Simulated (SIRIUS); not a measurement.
# NiMoIrPdW (I4mm) in SIRIUS: further runs

One crystal, NiMoIrPdW, is run at these levels: BLYP, PBE; tasks: equation of state, band structure.

Everything below comes from runs of SIRIUS 7.12.0. Logs are shortened: lines on timing, memory, paths and dates and some standing lists are left out, and cuts for length are marked. The log counts tension as positive stress, the text compression.

### 1 The crystal as given

Symmetry: I4mm, No. 107, tetragonal system. The conventional cell has a = 2.740 Å, b = 2.740 Å, c = 19.433 Å, α = 90.00°, β = 90.00°, γ = 90.00°. Ni (site symmetry 4mm) is surrounded by 4 Mo at 2.60 Å and 4 Pd at 2.67 Å and 4 Ni at 2.74 Å. Mo (site symmetry 4mm) has 4 Ni at 2.60 Å and 4 Mo at 2.74 Å and 4 W at 2.94 Å as nearest neighbours. Pd (site symmetry 4mm) is surrounded by 4 Ni at 2.67 Å and 4 Pd at 2.74 Å and 4 Ir at 2.83 Å. Around Ir (site symmetry 4mm) lie 4 W at 2.69 Å and 4 Ir at 2.74 Å and 4 Pd at 2.83 Å. Around W (site symmetry 4mm) lie 4 Ir at 2.69 Å and 4 W at 2.74 Å and 4 Mo at 2.94 Å.

The cell was built by a generator and needn't be a form met in nature.

### 2 Equation of state, BLYP, collinear spin, ferromagnetic start, 13.71 Å³/atom (volume scaled by 0.94)

File sirius.json:

```json
{
  "control": {
    "processing_unit": "cpu",
    "std_evp_solver_name": "lapack",
    "gen_evp_solver_name": "lapack",
    "verbosity": 2,
    "print_forces": false,
    "ortho_rf": true,
    "use_second_variation": true,
    "rmt_max": 3.0,
    "num_bands_to_print": 24,
    "save_wf": true
  },
  "parameters": {
    "electronic_structure_method": "full_potential_lapwlo",
    "xc_functionals": ["XC_GGA_X_B88", "XC_GGA_C_LYP"],
    "core_relativity": "dirac",
    "valence_relativity": "iora",
    "num_fv_states": 85,
    "smearing": "fermi_dirac",
    "smearing_width": 0.0018374661,
    "pw_cutoff": 21,
    "gk_cutoff": 3.96,
    "lmax_apw": 11,
    "lmax_rho": 8,
    "lmax_pot": 8,
    "num_mag_dims": 1,
    "auto_rmt": 0,
    "ngridk": [5, 5, 5],
    "shiftk": [0, 0, 0],
    "num_dft_iter": 80,
    "energy_tol": 1e-07,
    "density_tol": 1e-05,
    "use_symmetry": true
  },
  "settings": {"tol_ne": 1e-10},
  "iterative_solver": {"type": "exact"},
  "mixer": {"type": "anderson", "beta": 0.4, "max_history": 8},
  "unit_cell": {
    "lattice_vectors": [
      [-2.5361488075, 2.5361488075, 17.986638203],
      [2.5361488075, -2.5361488075, 17.986638203],
      [2.5361488075, 2.5361488075, -17.986638203]
    ],
    "atom_types": ["Ir", "Mo", "Ni", "Pd", "W"],
    "atom_files": {"Ir": "Ir.json", "Mo": "Mo.json", "Ni": "Ni.json", "Pd": "Pd.json", "W": "W.json"},
    "atoms": {
      "Ir": [[0.39944, 0.39944, 0.0, 0.0, 0.0, 0.6]],
      "Mo": [[0.60922, 0.60922, 0.0, 0.0, 0.0, 1.0]],
      "Ni": [[0.19862, 0.19862, 0.0, 0.0, 0.0, 1.0]],
      "Pd": [[0.7931, 0.7931, 0.0, 0.0, 0.0, 0.0]],
      "W": [[0.99565, 0.99565, 0.0, 0.0, 0.0, 0.0]]
    }
  }
}
```

File Ir.json:

```json
{
  "name": "iridium",
  "symbol": "Ir",
  "number": 77,
[... 36 lines left out ...]
    {"l": 2, "basis": [{"enu": 0.37, "dme": 1, "n": 0, "auto": 0}, {"enu": 0.37, "dme": 2, "n": 0, "auto": 0}]},
    {"l": 2, "basis": [{"enu": 0.37, "dme": 0, "n": 0, "auto": 0}, {"enu": 2.9689, "dme": 0, "n": 0, "auto": 0}]},
    {"l": 3, "basis": [{"enu": 0.37, "dme": 0, "n": 0, "auto": 0}, {"enu": 0.37, "dme": 1, "n": 0, "auto": 0}]},
    {
      "l": 3,
      "basis": [{"enu": -1.6996, "dme": 0, "n": 4, "auto": 1}, {"enu": -1.6996, "dme": 1, "n": 4, "auto": 1}]
    },
    {
      "l": 3,
      "basis": [{"enu": -1.6996, "dme": 1, "n": 4, "auto": 1}, {"enu": 0.37, "dme": 0, "n": 0, "auto": 0}]
    },
    {"l": 3, "basis": [{"enu": 0.37, "dme": 0, "n": 0, "auto": 0}, {"enu": 4.2351, "dme": 0, "n": 0, "auto": 0}]},
    {"l": 4, "basis": [{"enu": 0.37, "dme": 0, "n": 0, "auto": 0}, {"enu": 0.37, "dme": 1, "n": 0, "auto": 0}]},
    {"l": 4, "basis": [{"enu": 0.37, "dme": 0, "n": 0, "auto": 0}, {"enu": 3.5687, "dme": 0, "n": 0, "auto": 0}]}
  ],
  "free_atom": [... radial grid and density of the free atom, the start of the SCF ...]
}
```

File Mo.json:

```json
{
  "name": "molybdenum",
  "symbol": "Mo",
  "number": 42,
  "mass": 95.96,
  "rmin": 1e-06,
  "rmt": 2.36,
  "nrmt": 800,
  "rinf": 17.03,
  "core": "1s2s2p3s3p3d",
[... 22 lines left out ...]
    },
    {
      "l": 1,
      "basis": [{"enu": -0.9013, "dme": 1, "n": 4, "auto": 1}, {"enu": 0.37, "dme": 0, "n": 0, "auto": 0}]
    },
    {"l": 1, "basis": [{"enu": 0.37, "dme": 0, "n": 0, "auto": 0}, {"enu": 3.6736, "dme": 0, "n": 0, "auto": 0}]},
    {"l": 2, "basis": [{"enu": 0.37, "dme": 0, "n": 0, "auto": 0}, {"enu": 0.37, "dme": 1, "n": 0, "auto": 0}]},
    {"l": 2, "basis": [{"enu": 0.37, "dme": 1, "n": 0, "auto": 0}, {"enu": 0.37, "dme": 2, "n": 0, "auto": 0}]},
    {"l": 2, "basis": [{"enu": 0.37, "dme": 0, "n": 0, "auto": 0}, {"enu": 3.1709, "dme": 0, "n": 0, "auto": 0}]},
    {"l": 3, "basis": [{"enu": 0.37, "dme": 0, "n": 0, "auto": 0}, {"enu": 0.37, "dme": 1, "n": 0, "auto": 0}]},
    {"l": 3, "basis": [{"enu": 0.37, "dme": 0, "n": 0, "auto": 0}, {"enu": 3.4941, "dme": 0, "n": 0, "auto": 0}]}
  ],
  "free_atom": [... radial grid and density of the free atom, the start of the SCF ...]
}
```

File Ni.json:

```json
{
  "name": "nickel",
  "symbol": "Ni",
  "number": 28,
  "mass": 58.6934,
  "rmin": 1e-06,
  "rmt": 2.22,
  "nrmt": 800,
  "rinf": 14.89,
  "core": "1s2s2p",
[... 22 lines left out ...]
    },
    {
      "l": 1,
      "basis": [{"enu": -2.0309, "dme": 1, "n": 3, "auto": 1}, {"enu": 0.37, "dme": 0, "n": 0, "auto": 0}]
    },
    {"l": 1, "basis": [{"enu": 0.37, "dme": 0, "n": 0, "auto": 0}, {"enu": 4.1035, "dme": 0, "n": 0, "auto": 0}]},
    {"l": 2, "basis": [{"enu": 0.359, "dme": 0, "n": 0, "auto": 0}, {"enu": 0.359, "dme": 1, "n": 0, "auto": 0}]},
    {"l": 2, "basis": [{"enu": 0.359, "dme": 1, "n": 0, "auto": 0}, {"enu": 0.359, "dme": 2, "n": 0, "auto": 0}]},
    {
      "l": 2,
      "basis": [{"enu": 0.359, "dme": 0, "n": 0, "auto": 0}, {"enu": 3.5244, "dme": 0, "n": 0, "auto": 0}]
    },
    {"l": 3, "basis": [{"enu": 0.37, "dme": 0, "n": 0, "auto": 0}, {"enu": 0.37, "dme": 1, "n": 0, "auto": 0}]},
    {"l": 3, "basis": [{"enu": 0.37, "dme": 0, "n": 0, "auto": 0}, {"enu": 3.9006, "dme": 0, "n": 0, "auto": 0}]}
  ],
  "free_atom": [... radial grid and density of the free atom, the start of the SCF ...]
}
```

File Pd.json:

```json
{
  "name": "palladium",
  "symbol": "Pd",
  "number": 46,
  "mass": 106.42,
  "rmin": 1e-06,
  "rmt": 2.36,
  "nrmt": 800,
  "rinf": 14.72,
  "core": "1s2s2p3s3p3d",
[... 16 lines left out ...]
    },
    {
      "l": 1,
      "basis": [{"enu": -1.3549, "dme": 1, "n": 4, "auto": 1}, {"enu": 0.37, "dme": 0, "n": 0, "auto": 0}]
    },
    {"l": 1, "basis": [{"enu": 0.37, "dme": 0, "n": 0, "auto": 0}, {"enu": 3.6736, "dme": 0, "n": 0, "auto": 0}]},
    {"l": 2, "basis": [{"enu": 0.37, "dme": 0, "n": 0, "auto": 0}, {"enu": 0.37, "dme": 1, "n": 0, "auto": 0}]},
    {"l": 2, "basis": [{"enu": 0.37, "dme": 1, "n": 0, "auto": 0}, {"enu": 0.37, "dme": 2, "n": 0, "auto": 0}]},
    {"l": 2, "basis": [{"enu": 0.37, "dme": 0, "n": 0, "auto": 0}, {"enu": 3.1709, "dme": 0, "n": 0, "auto": 0}]},
    {"l": 3, "basis": [{"enu": 0.37, "dme": 0, "n": 0, "auto": 0}, {"enu": 0.37, "dme": 1, "n": 0, "auto": 0}]},
    {"l": 3, "basis": [{"enu": 0.37, "dme": 0, "n": 0, "auto": 0}, {"enu": 3.4941, "dme": 0, "n": 0, "auto": 0}]}
  ],
  "free_atom": [... radial grid and density of the free atom, the start of the SCF ...]
}
```

File W.json:

```json
{
  "name": "tungsten",
  "symbol": "W",
  "number": 74,
[... 36 lines left out ...]
    {"l": 2, "basis": [{"enu": 0.37, "dme": 1, "n": 0, "auto": 0}, {"enu": 0.37, "dme": 2, "n": 0, "auto": 0}]},
    {"l": 2, "basis": [{"enu": 0.37, "dme": 0, "n": 0, "auto": 0}, {"enu": 2.9689, "dme": 0, "n": 0, "auto": 0}]},
    {"l": 3, "basis": [{"enu": 0.37, "dme": 0, "n": 0, "auto": 0}, {"enu": 0.37, "dme": 1, "n": 0, "auto": 0}]},
    {
      "l": 3,
      "basis": [{"enu": -0.6962, "dme": 0, "n": 4, "auto": 1}, {"enu": -0.6962, "dme": 1, "n": 4, "auto": 1}]
    },
    {
      "l": 3,
      "basis": [{"enu": -0.6962, "dme": 1, "n": 4, "auto": 1}, {"enu": 0.37, "dme": 0, "n": 0, "auto": 0}]
    },
    {"l": 3, "basis": [{"enu": 0.37, "dme": 0, "n": 0, "auto": 0}, {"enu": 4.2351, "dme": 0, "n": 0, "auto": 0}]},
    {"l": 4, "basis": [{"enu": 0.37, "dme": 0, "n": 0, "auto": 0}, {"enu": 0.37, "dme": 1, "n": 0, "auto": 0}]},
    {"l": 4, "basis": [{"enu": 0.37, "dme": 0, "n": 0, "auto": 0}, {"enu": 3.5687, "dme": 0, "n": 0, "auto": 0}]}
  ],
  "free_atom": [... radial grid and density of the free atom, the start of the SCF ...]
}
```

File sirius_start.json:

```json
{
  "control": {
    "processing_unit": "cpu",
    "std_evp_solver_name": "lapack",
    "gen_evp_solver_name": "lapack",
    "verbosity": 1,
    "print_forces": false,
    "ortho_rf": true,
    "use_second_variation": true,
    "rmt_max": 3.0,
    "num_bands_to_print": 24,
    "save_wf": false
  },
  "parameters": {
    "electronic_structure_method": "full_potential_lapwlo",
    "xc_functionals": ["XC_LDA_X", "XC_LDA_C_PW"],
    "core_relativity": "dirac",
    "valence_relativity": "iora",
    "num_fv_states": 85,
    "smearing": "fermi_dirac",
    "smearing_width": 0.0055123983,
    "pw_cutoff": 21,
    "gk_cutoff": 3.17,
    "lmax_apw": 11,
    "lmax_rho": 8,
    "lmax_pot": 8,
    "num_mag_dims": 1,
    "auto_rmt": 0,
    "ngridk": [2, 2, 2],
    "shiftk": [0, 0, 0],
    "num_dft_iter": 30,
    "energy_tol": 0.01,
    "density_tol": 0.05,
    "use_symmetry": true
  },
  "settings": {"tol_ne": 1e-10},
  "iterative_solver": {"type": "exact"},
  "mixer": {"type": "anderson", "beta": 0.4, "max_history": 8},
  "unit_cell": {
    "lattice_vectors": [
      [-2.5361488075, 2.5361488075, 17.986638203],
      [2.5361488075, -2.5361488075, 17.986638203],
      [2.5361488075, 2.5361488075, -17.986638203]
    ],
    "atom_types": ["Ir", "Mo", "Ni", "Pd", "W"],
    "atom_files": {"Ir": "Ir.json", "Mo": "Mo.json", "Ni": "Ni.json", "Pd": "Pd.json", "W": "W.json"},
    "atoms": {
      "Ir": [[0.39944, 0.39944, 0.0, 0.0, 0.0, 0.6]],
      "Mo": [[0.60922, 0.60922, 0.0, 0.0, 0.0, 1.0]],
      "Ni": [[0.19862, 0.19862, 0.0, 0.0, 0.0, 1.0]],
      "Pd": [[0.7931, 0.7931, 0.0, 0.0, 0.0, 0.0]],
      "W": [[0.99565, 0.99565, 0.0, 0.0, 0.0, 0.0]]
    }
  }
}
```

Potentials or basis: all-electron FP-LAPW, apw+lo standard.

Launch:

```bash
> OMP_NUM_THREADS=2 sirius.scf --input=sirius_start.json --output=start.json
> OMP_NUM_THREADS=2 sirius.scf --input=sirius.json --output=output.json --task=1
```

The program printed:

```text
[info] SIRIUS version : 7.12.0
[info] number of MPI ranks           : 1
[info] MPI grid                      : 1 1
[info] maximum number of OMP threads : 2
[fft] FFT context for density and potential
[fft] =====================================
[fft]   plane wave cutoff                     : 21
[fft]   grid size                             : 125 125 125   total : 1953125
[fft]   grid limits                           : -62 62   -62 62   -62 62
[fft]   number of G-vectors within the cutoff : 72109
[fft]   number of G-shells                    : 5241
[fft] FFT context for coarse grid
[fft] =====================================
[fft]   plane wave cutoff                     : 7.92
[fft]   grid size                             : 50 50 50   total : 125000
[fft]   grid limits                           : -24 25   -24 25   -24 25
[fft]   number of G-vectors within the cutoff : 3865
[fft]   number of G-shells                    : 354
[unit cell] lattice vectors
[unit cell]   a1 :      -2.5361488075      2.5361488075     17.9866382030
[unit cell]   a2 :       2.5361488075     -2.5361488075     17.9866382030
[unit cell]   a3 :       2.5361488075      2.5361488075    -17.9866382030
[unit cell] reciprocal lattice vectors
[unit cell]   b1 :       0.0000000000      1.2387256790      0.1746625811
[unit cell]   b2 :       1.2387256790      0.0000000000      0.1746625811
[unit cell]   b3 :       1.2387256790      1.2387256790      0.0000000000
[unit cell] unit cell volume :       462.76388069 [a.u.^3]
[unit cell] 1/sqrt(omega)    :         0.04648580
[unit cell] MT volume        :       279.14856096 (60.32%)
[unit cell] IT volume        :       183.61531973 (39.68%)
[unit cell] number of atom types : 5
[unit cell] type id : 0 symbol : Ir mt_radius :   2.450000 num_atoms : 1
[unit cell] type id : 1 symbol : Mo mt_radius :   2.360000 num_atoms : 1
[unit cell] type id : 2 symbol : Ni mt_radius :   2.220000 num_atoms : 1
[... 888 lines left out ...]
[find] valence_eval_sum               :     -75.95648381
[find] core_eval_sum                  :  -27045.57011709
[find] kinetic energy                 :   49587.33206825
[find] enuc                           :  -55526.12980796
[find] <rho|V^{XC}>                   :   -1316.11501400
[find] <rho|E^{XC}>                   :   -1009.74247940
[find] <mag|B^{XC}>                   :      -0.00000000
[find] <rho|V^{H}>                    :  -75392.74365524
[find] smearing (-TS)                 :      -0.00110125
[find] SCF correction                 :       0.00013309
[find] Total energy                   :  -44644.91191364 (Ha),  -89289.82382728 (Ry)
[find] Free energy (E-TS)             :  -44644.91301488 (Ha),  -89289.82602977 (Ry)
[find] band gap (eV)                  :       0.00000000
[find] Efermi                         :       0.50130726
[find] iteration : 29, RMS (target) : 6.2519e-06 (1.0000e-05) , energy difference (target) : -1.4916e-08 (1.0000e-07)
[find] converged after 30 SCF iterations!
Warning in function "check_num_electrons" at src/density/density.cpp:1179
wrong number of electrons
  obtained value : 267
  target value : 267
  difference : 1.4332e-05
  total core leakage : 3.88974e-06
    atom class : 0, core leakage : 2.23417e-07
    atom class : 1, core leakage : 2.12356e-06
    atom class : 2, core leakage : 4.53423e-13
    atom class : 3, core leakage : 4.05728e-08
    atom class : 4, core leakage : 1.50219e-06
[find] Charges and magnetic moments
[find] --------------------------------------------------------------------------------
[find] atom      charge    core leakage                 moment                |moment|
[find] --------------------------------------------------------------------------------
[find]    0   75.518827    2.234168e-07  [  0.00000,   0.00000,   0.00000]    0.000000
[find]    1   39.936228    2.123558e-06  [  0.00000,   0.00000,   0.00000]    0.000000
[find]    2   27.031829    4.534229e-13  [  0.00000,   0.00000,  -0.00000]    0.000000
[find]    3   44.594774    4.057278e-08  [  0.00000,   0.00000,   0.00000]    0.000000
[find]    4   72.088411    1.502190e-06  [  0.00000,   0.00000,   0.00000]    0.000000
[find] total core leakage    : 3.88973800e-06
[find] interstitial charge   : 7.829917
[find] interstitial moment   : [  0.00000,   0.00000,   0.00000], magnitude : 0.000000
[find] total charge          : 266.999986
[find] total moment          : [  0.00000,   0.00000,  -0.00000], magnitude : 0.000000
[find] Energy
[find] --------------------------------------------------------------------------------
[find] valence_eval_sum               :     -75.95648381
[find] core_eval_sum                  :  -27045.57011709
[find] kinetic energy                 :   49587.33206825
[find] enuc                           :  -55526.12980796
[find] <rho|V^{XC}>                   :   -1316.11501400
[find] <rho|E^{XC}>                   :   -1009.74247940
[find] <mag|B^{XC}>                   :      -0.00000000
[find] <rho|V^{H}>                    :  -75392.74365524
[find] smearing (-TS)                 :      -0.00110125
[find] SCF correction                 :       0.00013309
[find] Total energy                   :  -44644.91191364 (Ha),  -89289.82382728 (Ry)
[find] Free energy (E-TS)             :  -44644.91301488 (Ha),  -89289.82602977 (Ry)
[find] band gap (eV)                  :       0.00000000
[find] Efermi                         :       0.50130726
```

Run time: 30 min. Hardware: 2 threads of Intel Xeon Platinum 8375C at 2.90GHz (Ice Lake), shared host; peak memory 2.2 GiB.

These settings aren't checked as converged: the numbers below hold their error.

Results:

- Free energy: -1214849.9720 eV
- Band gap on the k mesh: none (metal or under the smearing width)
- Net moment: 0.00 μB per cell
- All electrons inside the program's atomic spheres: Ni 27.03; Mo 39.94; Pd 44.59; Ir 75.52; W 72.09 (radii Ir 2.45, Mo 2.36, Ni 2.22, Pd 2.36, W 2.45 bohr)

Caveat: the k mesh is coarse (spacing up to 0.66 Å⁻¹), so the values aren't converged.

[end of part 1 of 3]
